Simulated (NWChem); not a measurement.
# A workflow on the pair C2H6···SiH3F

Wanted: the energy (singlet C2H9FSi, MP2/def2-SVP), then a single-point energy (singlet C2H6, MP2/def2-SVP), then a single-point energy (singlet SiH3F, MP2/def2-SVP), then the energy (singlet C2H6, MP2/def2-SVP), then the energy (singlet SiH3F, MP2/def2-SVP) of C2H9FSi and its partners. 

The calculation is run with NWChem 7.3.0.

### 1 The structure to begin with

C2H9FSi has 13 atoms, charge 0, and is taken as a singlet. The two molecules were placed rigidly side by side, at 0.8 times their contact distance; the pair isn't optimised.

Bond lengths: C1–C2 1.519 Å, F9–Si10 1.600 Å, C1–H3 1.093 Å, C1–H4 1.093 Å, C1–H5 1.093 Å, C2–H6 1.093 Å, C2–H7 1.093 Å, C2–H8 1.093 Å, Si10–H11 1.482 Å, Si10–H12 1.482 Å, Si10–H13 1.482 Å. Some angles: C1–C2–H6 111.4°, C1–C2–H7 111.4°, C1–C2–H8 111.4°, C2–C1–H3 111.4°, C2–C1–H4 111.4°, C2–C1–H5 111.4°, F9–Si10–H11 108.3°, F9–Si10–H12 108.3°, F9–Si10–H13 108.3°, H6–C2–H7 107.5°.

### 2 A single-point energy at MP2/def2-SVP (run 1)

m1.nw

```
start m1
title "C2H9FSi"
memory total 2200 mb
charge 0
geometry units atomic noautosym nocenter noautoz
  C     -0.61756250     0.24982179    -1.27084082
  C      0.61756250    -0.24982179     1.27084082
  H      0.13322569    -1.00079896    -2.73235500
  H     -2.65903363    -0.04856596    -1.18863773
  H     -0.29971056     2.19246025    -1.89426147
  H     -0.13303672     1.00079896     2.73235500
  H      2.65903363     0.04837699     1.18844876
  H      0.29952159    -2.19227128     1.89445044
  F     -3.70331518    -3.62407897     2.17995026
  Si    -2.66995625    -5.27475474     4.49267268
  H     -2.74841768    -3.69723027     6.80479039
  H     -0.04117713    -6.04810626     3.91726998
  H     -4.31726830    -7.52088321     4.77679301
end
basis spherical bse
  * library def2-SVP
end
scf
  thresh 1e-08
  maxiter 80
  print low
end
mp2
  freeze core 8
  tight
end
task mp2 energy
```

Command:

```bash
$ nwchem m1.nw > m1.out
```

Log:

```text
[...]
  functions       =   105
[...]
  wavefunction    = RHF
[...]
         Total SCF energy =   -469.161579063261
      One-electron energy =   -992.635997237624
      Two-electron energy =    349.992563717325
 Nuclear repulsion energy =    173.481854457038
        Time for solution =     19.0s
[...]
          Total MP2 energy          -469.758944525981
[...]
```

Wall time 25 s (1 thread of AMD EPYC 7R43 (Zen 3), shared host); peak memory 0.33 GiB.

### 3 C2H6: a single-point energy at MP2/def2-SVP (run 2)

input.nw

```
start input
title "C2H6"
memory stack 880 mb heap 220 mb global 1100 mb

geometry units angstroms noautosym nocenter noautoz
  C     -0.326800     0.132200    -0.672500
  C      0.326800    -0.132200     0.672500
  H      0.070500    -0.529600    -1.445900
  H     -1.407100    -0.025700    -0.629000
  H     -0.158600     1.160200    -1.002400
  H     -0.070400     0.529600     1.445900
  H      1.407100     0.025600     0.628900
  H      0.158500    -1.160100     1.002500
end

basis spherical bse
  * library def2-SVP
end

scf
  thresh 1e-08
  maxiter 80
  noprint "final vectors analysis"
end

mp2
  freeze core 2
  tight
end

task mp2 energy
```

Command:

```bash
$ nwchem input.nw > input.out
```

Log:

```text
[...]
  functions       =    58
[...]
  wavefunction    = RHF
[...]
         Total SCF energy =    -79.174998067878
      One-electron energy =   -189.082716653433
      Two-electron energy =     67.579186006547
 Nuclear repulsion energy =     42.328532579008
        Time for solution =      2.3s
[...]
          Total MP2 energy           -79.477059234411
[...]
```

Wall time 3.9 s (1 thread of AMD EPYC 7R43 (Zen 3), shared host); peak memory 0.12 GiB.

### 4 SiH3F: the energy at MP2/def2-SVP (run 3)

job.nw

```
start job
title "FH3Si energy"
memory total 2200 mb

geometry units bohr noautosym nocenter noautoz
   F   -3.70331518  -3.62407897   2.17995026
   Si  -2.66995625  -5.27475474   4.49267268
   H   -2.74841768  -3.69723027   6.80479039
   H   -0.04117713  -6.04810626   3.91726998
   H   -4.31726830  -7.52088321   4.77679301
end

basis spherical bse
   * library def2-SVP
end

scf
   thresh 1e-08
   maxiter 80
   noprint "final vectors analysis"
end

mp2
   freeze core 6
   tight
end

task mp2
```

Command:

```bash
$ nwchem job.nw > job.out
```

Log:

```text
[...]
  functions       =    47
[...]
  wavefunction    = RHF
[...]
         Total SCF energy =   -389.991593205989
      One-electron energy =   -667.277959662776
      Two-electron energy =    214.243540980684
 Nuclear repulsion energy =     63.042825476104
        Time for solution =      2.2s
[...]
          Total MP2 energy          -390.282739569100
[...]
```

Run time: 3.6 s. Hardware: 1 thread of AMD EPYC 7R43 (Zen 3), shared host; peak memory 0.1 GiB.

### 5 C2H6 among ghost functions: the energy at MP2/def2-SVP (with ghost functions) (run 4)

c2h6.nw

```
start c2h6
memory 2200 mb
geometry units angstrom noautosym nocenter noautoz
 C       -0.326800       0.132200      -0.672500
 C        0.326800      -0.132200       0.672500
 H        0.070500      -0.529600      -1.445900
 H       -1.407100      -0.025700      -0.629000
 H       -0.158600       1.160200      -1.002400
 H       -0.070400       0.529600       1.445900
 H        1.407100       0.025600       0.628900
 H        0.158500      -1.160100       1.002500
 bqF     -1.959710    -1.917780     1.153580
 bqSi    -1.412880    -2.791280     2.377420
 bqH     -1.454400    -1.956490     3.600940
 bqH     -0.021790    -3.200520     2.072930
 bqH     -2.284600    -3.979880     2.527770
end
basis spherical bse
 C library def2-SVP
 H library def2-SVP
 bqF library F def2-SVP
 bqSi library Si def2-SVP
 bqH library H def2-SVP
end
scf
 nopen 0
 rhf
 thresh 1e-08
 maxiter 80
 print low
end
mp2
 freeze core 2
 tight
end
task mp2
```

Command:

```bash
$ nwchem c2h6.nw > c2h6.out
```

Log:

```text
[...]
  functions       =   105
[...]
  wavefunction    = RHF
[...]
         Total SCF energy =    -79.175095343786
      One-electron energy =   -189.081588476049
      Two-electron energy =     67.577960553256
 Nuclear repulsion energy =     42.328532579008
        Time for solution =     13.3s
[...]
          Total MP2 energy           -79.477614672808
[...]
```

It took 18 s on 1 thread of AMD EPYC 7R43 (Zen 3), shared host; peak memory 0.23 GiB.

### 6 SiH3F among ghost functions: the energy at MP2/def2-SVP (with ghost functions) (run 5)

fh3si.nw

```
start fh3si
memory 2200 mb

geometry noautosym nocenter noautoz
 F    -1.959710   -1.917780    1.153580
 Si   -1.412880   -2.791280    2.377420
 H    -1.454400   -1.956490    3.600940
 H    -0.021790   -3.200520    2.072930
 H    -2.284600   -3.979880    2.527770
 bqC     -0.326800     0.132200    -0.672500
 bqC      0.326800    -0.132200     0.672500
 bqH      0.070500    -0.529600    -1.445900
 bqH     -1.407100    -0.025700    -0.629000
 bqH     -0.158600     1.160200    -1.002400
 bqH     -0.070400     0.529600     1.445900
 bqH      1.407100     0.025600     0.628900
 bqH      0.158500    -1.160100     1.002500
end

basis spherical bse
 F library def2-SVP
 Si library def2-SVP
 H library def2-SVP
 bqC library C def2-SVP
 bqH library H def2-SVP
end

scf
 singlet
 rhf
 thresh 1e-08
 maxiter 80
 print low
end

mp2
 freeze core 6
 tight
end

task mp2 energy
```

Command:

```bash
$ nwchem fh3si.nw > fh3si.out
```

Log:

```text
[...]
  functions       =   105
[...]
  wavefunction    = RHF
[...]
         Total SCF energy =   -389.993714572202
      One-electron energy =   -667.241123517541
      Two-electron energy =    214.204578964904
 Nuclear repulsion energy =     63.042829980435
        Time for solution =     16.2s
[...]
          Total MP2 energy          -390.286310543362
[...]
```

Wall time 21 s (1 thread of AMD EPYC 7R43 (Zen 3), shared host); peak memory 0.23 GiB.

### 7 Outcome

| quantity | value |
| --- | --- |
| run 1, MP2/def2-SVP: total energy | -469.75894 Eh |
| run 1, MP2/def2-SVP: correlation energy (8 core orbitals frozen) | -597.4 mEh |
| C2H6: total energy | -79.47706 Eh |
| C2H6: correlation energy (2 core orbitals frozen) | -302.1 mEh |
| SiH3F: total energy | -390.28274 Eh |
| SiH3F: correlation energy (6 core orbitals frozen) | -291.1 mEh |
| C2H6 among ghost functions: total energy | -79.47761 Eh |
| C2H6 among ghost functions: correlation energy (2 core orbitals frozen) | -302.5 mEh |
| SiH3F among ghost functions: total energy | -390.28631 Eh |
| SiH3F among ghost functions: correlation energy (6 core orbitals frozen) | -292.6 mEh |
| interaction energy of the rigid parts C2H6 and SiH3F (parts in their own basis; closest atoms 2.25 Å apart) | 0.023 eV |
| interaction energy of the rigid parts C2H6 and SiH3F (parts in the whole basis, counterpoise; closest atoms 2.25 Å apart) | 0.136 eV |

The interaction energy of the rigid parts C2H6 and SiH3F (parts in their own basis; closest atoms 2.25 Å apart) is 0.02 eV (0.5 kcal/mol): the parts repel at this shape. Without counterpoise this holds the superposition error of the basis. The interaction energy of the rigid parts C2H6 and SiH3F (parts in the whole basis, counterpoise; closest atoms 2.25 Å apart) is 0.14 eV (13.1 kJ/mol): the parts repel at this shape. The basis-set superposition error is 10.8 kJ/mol. Mulliken charges (SiH3F) run from -0.47 on F1 to +0.97 on Si2; they depend strongly on the basis.
